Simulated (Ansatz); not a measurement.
GaGe3:

```
CELL_PARAMETERS angstrom
0.00000 3.38717 3.38717
3.38717 0.00000 3.38717
3.38717 3.38717 0.00000
ATOMIC_POSITIONS crystal
Ge 0.50000 0.50000 0.50000
Ge 0.75000 0.75000 0.75000
Ge 0.25000 0.25000 0.25000
Ga 0.00000 0.00000 0.00000
```

The cell comes from a database or a generator and needn't be the stable form of this composition.

Program: Ansatz 0.2.0. Alike in all runs: task projected density of states; potentials or basis Ansatz PAW; no spin polarisation; cell as given; k mesh 4 × 4 × 4; cutoff (eV) 420; smearing fermi-dirac 0.05 eV; the mesh is coarse, so values aren't converged.

Order these runs on this cell by their pressure, lowest first.
A. level revPBE
B. level LDA
C. level PBE0
D. level BLYP
E. level PBEsol

B (-4.8 GPa), E (-3.1 GPa), C (-1.4 GPa), A (1.6 GPa), D (6.1 GPa).

Caveats: all runs use coarse meshes; the PAW data sets come from PBE, with cores solved anew for the run's functional, which leaves a small shift of forces and pressure; the thresholds are loose for stress (some runs).
